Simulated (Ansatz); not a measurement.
# BClGaH3: functionals against CCSD(T) at one geometry

The atoms stand at a structure displaced at random from a GFN2-xTB minimum. How far do the functionals agree with CCSD(T) there?

Program: Ansatz 0.2.0, Gaussian basis. Level of theory: single points in def2-TZVPP. These are calculated values, not measurements.

Cores are frozen in the correlated methods. Filled d shells of the heavier atoms are correlated.

## (1) Where the work starts

SMILES `[BH2][GaH][Cl]`, 6 atoms, charge 0, spin multiplicity 1.

Atoms are counted from 1 here; the program's logs count them from 0.

Bond lengths: B1–Ga2 2.064 Å, B1–H4 1.071 Å, B1–H5 1.114 Å, Ga2–Cl3 2.212 Å, Ga2–H6 1.549 Å. Angles: Ga2–B1–H4 137.0°, Ga2–B1–H5 116.0°, H4–B1–H5 106.6°, B1–Ga2–Cl3 105.4°, B1–Ga2–H6 139.4°, Cl3–Ga2–H6 115.1°.

As a file:

```xyz
6
charge 0, multiplicity 1
B    -0.80150    0.21870   -0.68070
Ga    0.60990   -0.02040    0.80640
Cl    1.72920   -1.85040    0.26640
H    -1.81030   -0.09230   -0.86060
H    -0.53940    0.93630   -1.49150
H     1.01970    0.62620    2.15320
```

## (2) CCSD(T)/def2-TZVPP

run/in.yaml reads:

```yaml
crystal:
  periodic: [false, false, false]
  atoms:
    - {symbol: B, position_ang: [-0.801500, 0.218700, -0.680700]}
    - {symbol: Ga, position_ang: [0.609900, -0.020400, 0.806400]}
    - {symbol: Cl, position_ang: [1.729200, -1.850400, 0.266400]}
    - {symbol: H, position_ang: [-1.810300, -0.092300, -0.860600]}
    - {symbol: H, position_ang: [-0.539400, 0.936300, -1.491500]}
    - {symbol: H, position_ang: [1.019700, 0.626200, 2.153200]}
basis:
  gaussian: {orbitals: def2-TZVPP}
correlation: {method: ccsd_t}
output: {forces: true}
```

The command line of these runs was not kept.

## (3) PBE0-D4/def2-TZVPP

run/in.yaml: that of step 2 with these lines changed.

```diff
@@ -11,3 +11,3 @@
   gaussian: {orbitals: def2-TZVPP}
-correlation: {method: ccsd_t}
-output: {forces: true}
+hamiltonian: {xc: pbe0, dispersion: d4}
+output: {forces: true, orbitals: {seedname: orbitals}}
```

## (4) wB97M-V/def2-TZVPP

run/in.yaml: that of step 3 with these lines changed.

```diff
@@ -11,3 +11,3 @@
   gaussian: {orbitals: def2-TZVPP}
-hamiltonian: {xc: pbe0, dispersion: d4}
-output: {forces: true, orbitals: {seedname: orbitals}}
+hamiltonian: {xc: {name: wB97M-V}}
+output: {forces: true}
```

## (5) r2SCAN-D4/def2-TZVPP

run/in.yaml: that of step 4 with these lines changed.

```diff
@@ -11,3 +11,3 @@
   gaussian: {orbitals: def2-TZVPP}
-hamiltonian: {xc: {name: wB97M-V}}
+hamiltonian: {xc: r2scan, dispersion: d4}
 output: {forces: true}
```

## (6) PBE-D4/def2-TZVPP

run/in.yaml: that of step 5 with these lines changed.

```diff
@@ -11,3 +11,3 @@
   gaussian: {orbitals: def2-TZVPP}
-hamiltonian: {xc: r2scan, dispersion: d4}
+hamiltonian: {xc: pbe, dispersion: d4}
 output: {forces: true}
```

## (7) LC-wPBE/def2-TZVPP

run/in.yaml: that of step 6 with these lines changed.

```diff
@@ -11,3 +11,3 @@
   gaussian: {orbitals: def2-TZVPP}
-hamiltonian: {xc: pbe, dispersion: d4}
+hamiltonian: {xc: {name: LC-wPBE}}
 output: {forces: true}
```

## (8) BLYP-D4/def2-TZVPP

run/in.yaml: that of step 7 with these lines changed.

```diff
@@ -11,3 +11,3 @@
   gaussian: {orbitals: def2-TZVPP}
-hamiltonian: {xc: {name: LC-wPBE}}
+hamiltonian: {xc: {name: BLYP}, dispersion: d4}
 output: {forces: true}
```

(Steps that only read results are left out.)

What does the calculation give? Wanted: energy less free atoms, CCSD(T)/def2-TZVPP; RMS force component; RMS force error; HOMO and LUMO, PBE0-D4; T1 diagnostic.

The runs gave:

| quantity | value |
| --- | --- |
| energy less free atoms, CCSD(T)/def2-TZVPP | -16.172 eV |
| RMS force component | 1.358 to 1.470 eV/Å over the methods |
| RMS force error | PBE0-D4 0.061, wB97M-V 0.068, r2SCAN-D4 0.082, PBE-D4 0.153, LC-wPBE 0.123, BLYP-D4 0.185 eV/Å |
| HOMO and LUMO, PBE0-D4 | -7.89 and -2.60 eV |
| T1 diagnostic | 0.012 |

**Reading.** Against CCSD(T) the functionals' energies less atoms differ by -0.528 to +0.022 eV, PBE-D4 by -0.291 eV. CCSD(T) in triple zeta still lacks some correlation energy of the bonds, so part of these gaps is its own basis error and they don't rank the functionals. For forces PBE0-D4 does best and BLYP-D4 worst. Frozen-core CCSD(T) forces in triple zeta carry basis errors of their own, and this is one geometry, so small gaps rank nothing.
